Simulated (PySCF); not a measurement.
# C₅H₁₃NSi: electronic excitations

What electronic excitations should C₅H₁₃NSi (`C=C[Si@H](CC)NC`) show?

The runs use PySCF 2.14.0, with density-fitted response routines of our own; the level of theory stands in each step. All values are computed, except where a source is named. Atoms count from 0, in the outputs and in this text.

### Step 1. The starting structure

20 atoms, charge 0, multiplicity 1; geometry from: GFN2-xTB.

Bonds of the start (Å): C0–C1 1.32, C1–Si2 1.89, Si2–C3 1.90, C3–C4 1.52, Si2–N5 1.72, N5–C6 1.44, C0–H7 1.08, C0–H8 1.08, C1–H9 1.08, Si2–H10 1.48, C3–H11 1.09, C3–H12 1.09, C4–H13 1.09, C4–H14 1.09, C4–H15 1.09, N5–H16 1.01, C6–H17 1.09, C6–H18 1.10, C6–H19 1.09.

### Step 2. Ultraviolet spectrum: B3LYP/def2-SVPD

The job: settings as JSON, then the geometry in Å.

```
{"job": {"kind": "uv", "xc": "B3LYP", "basis": "def2-SVPD", "nstates": 8, "ntriplets": 3}, "charge": 0, "multiplicity": 1}
C     -0.509997     2.429164    -0.761646
C     -0.009129     1.538351     0.078921
Si     0.207439    -0.297995    -0.296073
C     -1.210645    -1.321359     0.451017
C     -2.569732    -0.851387    -0.047075
N      1.636075    -0.783883     0.535471
C      2.918513    -0.166356     0.296259
H     -0.639695     3.469956    -0.502818
H     -0.815587     2.155439    -1.759091
H      0.280131     1.876142     1.068148
H      0.223890    -0.482192    -1.763413
H     -1.087352    -2.375958     0.201675
H     -1.187879    -1.254737     1.539061
H     -3.375976    -1.438327     0.391104
H     -2.728630     0.193212     0.210806
H     -2.632444    -0.942579    -1.128828
H      1.735008    -1.759851     0.771823
H      2.763710     0.895770     0.120948
H      3.432635    -0.583168    -0.577052
H      3.564517    -0.289564     1.167727
```

With the program's defaults for keys left out, this is: TDDFT B3LYP/def2-SVPD, vertical, gas phase, core orbitals frozen in the response.

Launch:

```console
> OMP_NUM_THREADS=1 python probes_run.py task.json out
```

One launch serves the whole session: the jobs run in the order shown.

What it wrote:

```text
coarse grid: 16176 points
cycle   1  E = -542.1953210040  dE =  4.155e-01  |g| = 5.993e-01  |ddm| = 6.853e+00
cycle   2  E = -542.1267087165  dE =  6.861e-02  |g| = 7.986e-01  |ddm| = 2.108e+00
cycle   3  E = -542.2868678920  dE = -1.602e-01  |g| = 9.824e-02  |ddm| = 1.229e+00
cycle   4  E = -542.2888027429  dE = -1.935e-03  |g| = 4.330e-02  |ddm| = 2.060e-01
cycle   5  E = -542.2892583762  dE = -4.556e-04  |g| = 1.058e-02  |ddm| = 6.561e-02
cycle   6  E = -542.2892811992  dE = -2.282e-05  |g| = 4.894e-03  |ddm| = 1.718e-02
cycle   7  E = -542.2892872467  dE = -6.048e-06  |g| = 5.500e-04  |ddm| = 7.550e-03
final grid: 148800 points
cycle   8  E = -542.3713095890  dE = -5.276e-05  |g| = 6.386e-03  |ddm| = 1.574e-01
cycle   9  E = -542.3713037740  dE =  5.815e-06  |g| = 7.961e-03  |ddm| = 2.186e-02
cycle  10  E = -542.3713204889  dE = -1.671e-05  |g| = 7.394e-04  |ddm| = 1.095e-02
cycle  11  E = -542.3713206049  dE = -1.160e-07  |g| = 2.802e-04  |ddm| = 1.287e-03
cycle  12  E = -542.3713206242  dE = -1.928e-08  |g| = 8.475e-05  |ddm| = 5.133e-04
cycle  13  E = -542.3713206261  dE = -1.867e-09  |g| = 2.361e-05  |ddm| = 1.632e-04
cycle  14  E = -542.3713206262  dE = -1.326e-10  |g| = 5.713e-06  |ddm| = 5.231e-05
converged SCF energy = -542.3713206262

Static polarisability (au): isotropic 96.238, principal 81.226 100.580 106.908

Singlet excitations
state   eV       nm        f      main configurations
  1   4.9913    248.4   0.00323   H->L 0.99
  2   5.8016    213.7   0.00111   H->L+1 0.97
  3   6.3522    195.2   0.01069   H->L+2 0.71, H->L+3 0.18
  4   6.3660    194.8   0.05367   H-2->L 0.51, H-1->L 0.32, H-3->L 0.08
  5   6.4982    190.8   0.00765   H->L+3 0.75, H->L+2 0.21
  6   6.7297    184.2   0.11281   H-3->L 0.51, H-1->L 0.40
  7   6.9183    179.2   0.03184   H->L+4 0.86
  8   7.1324    173.8   0.01357   H->L+5 0.66, H->L+6 0.14, H->L+7 0.10

Triplet excitations (Tamm-Dancoff, eV): 4.3855 4.8746 5.6190
```

Wall time 76 s (1 thread of Arm Neoverse V1, shared host); peak memory 0.96 GiB.

The orbitals next to the gap, with their largest atomic shares:

```
orbital     eV                        atoms
 HOMO−3  -8.53   C1 22 %, Si2 18 %, C0 10 %
 HOMO−2  -8.10   C1 24 %, C3 16 %, Si2 15 %
 HOMO−1  -7.49    C0 29 %, C1 28 %, C3 14 %
   HOMO  -6.38    N5 58 %, C6 11 %, Si2 9 %
   LUMO  -0.51    C0 35 %, C1 30 %, Si2 7 %
 LUMO+1   0.48  Si2 20 %, H16 16 %, C6 16 %
 LUMO+2   0.69     C0 17 %, C4 16 %, C1 8 %
```

With each of the 8 states as a Gaussian band of 0.4 eV half-width at 1/e, the curve within the window shown has maxima at 248 nm (ε 130), 186 nm (ε 7,200) L/(mol cm). Beyond the last state computed it falls off for lack of states. The curve at chosen wavelengths:

nm, ε (L/mol/cm) and a bar:
```
      167        772 ###
      172       2348 ##########
      176       4248 ##################
      181       6438 ###########################
      185       7188 ##############################
      190       6634 ############################
      195       5073 #####################
      199       3639 ###############
      204       2078 #########
      208       1185 #####
      213        521 ##
      218        214 #
      222        113 
      227         72 
      231         73 
      236         92 
      241        115 
      245        128 
      250        131 
      254        122 
      259        102 
      264         77 
      268         58 
      273         38 
      277         25 
      282         15
```

Leading natural transition orbitals of singlet state 6: the hole lies on C1 17 %; H10 14 %; Si2 12 %; the particle on C0, C1 about 25 % each; H7, H8 about 9 % each; H9 7 %.

Leading natural transition orbitals of singlet state 1: the hole lies on N5 60 %; H10, H16, H18 about 8 % each; the particle on C0, C1 about 25 % each; H7, H8 about 8 % each; H9 6 %.

Ground-state properties from the same run:

```
           property  computed
  dipole moment (D)      0.61
polarisability (Å³)     14.26
 HOMO–LUMO gap (eV)      5.87
      −ε(HOMO) (eV)      6.38
```

Orbitals, density, ELF and potential are computed afterwards from the orbital file.

Frontier orbitals at B3LYP/def2-SVPD, with the share of their density that lies nearest to each atom:

```
orbital  energy (eV)                                                lies on
   HOMO        -6.38                  N5 60 %; H10, H16, H18 about 8 % each
   LUMO        -0.51  C0, C1 about 26 % each; H7, H8 about 9 % each; H9 7 %
```

ELF in a plane through or near 11 of the atoms.

Values, 10 rows by 14 columns:
```
0.00 0.00 0.00 0.00 0.00 0.00 0.00 0.00 0.00 0.00 0.00 0.00 0.00 0.00
0.00 0.00 0.00 0.00 0.00 0.00 0.00 0.00 0.00 0.00 0.00 0.00 0.00 0.00
0.00 0.00 0.00 0.00 0.00 0.03 0.00 0.01 0.28 0.06 0.00 0.00 0.00 0.00
0.00 0.00 0.06 0.04 0.21 0.99 0.16 0.15 0.89 0.37 0.21 0.88 0.03 0.00
0.00 0.01 0.79 0.93 0.65 0.56 0.65 0.81 0.30 0.90 0.87 0.99 0.21 0.00
0.00 0.00 0.05 0.80 0.95 0.05 0.46 0.52 0.12 0.86 0.97 0.17 0.00 0.00
0.00 0.00 0.01 0.76 0.47 0.11 0.49 0.49 0.62 0.01 0.16 0.01 0.00 0.00
0.00 0.00 0.00 0.00 0.00 0.22 0.51 0.59 0.61 0.11 0.00 0.00 0.00 0.00
0.00 0.00 0.00 0.00 0.00 0.00 0.36 0.98 0.76 0.01 0.00 0.00 0.00 0.00
0.00 0.00 0.00 0.00 0.00 0.00 0.00 0.00 0.00 0.00 0.00 0.00 0.00 0.00
```
The map spans 12.4 Å across and 12.2 Å up, centred on the molecule. Atoms in the plane (x, y in Å): C0 (0.3, -2.6), C1 (-0.1, -1.5), C3 (1.3, 1.3), C4 (2.6, 0.6), N5 (-1.6, 1.0), C6 (-2.9, 0.5), H7 (0.3, -3.5), H13 (3.5, 1.2), H14 (2.7, -0.3), H16 (-1.6, 2.0), H17 (-2.8, -0.6).

On the surface of density 0.002 e/bohr³ the electrostatic potential runs, from the 1st to the 99th percentile, from -0.92 V near N5 to 1.19 V near H16.

### Step 3. Results

| quantity | value |
| --- | --- |
| lowest singlet (B3LYP/def2-SVPD) | 4.99 eV (248 nm), f = 0.003 |
| brightest single state of those computed | state 6, 6.73 eV, f = 0.113 |
| lowest triplet | 4.39 eV |
| surface potential, 1st and 99th percentile | -0.92 V and 1.19 V |

**Reading.** The lowest singlet, at 4.99 eV, is HOMO→LUMO 0.99 and is weak; of the 8 states computed, the strongest absorption comes from state 6 at 6.73 eV. The lowest triplet lies 0.61 eV below the lowest singlet (triplets in Tamm-Dancoff, singlets in full TDDFT). States above −ε(HOMO) lie where TDDFT describes them poorly and they hang on the basis; the brightest is among them. By nearest atom (B3LYP/def2-SVPD), the HOMO sits on N5 60 %; H10, H16, H18 about 8 % each and the LUMO on C0, C1 about 26 % each; H7, H8 about 9 % each.
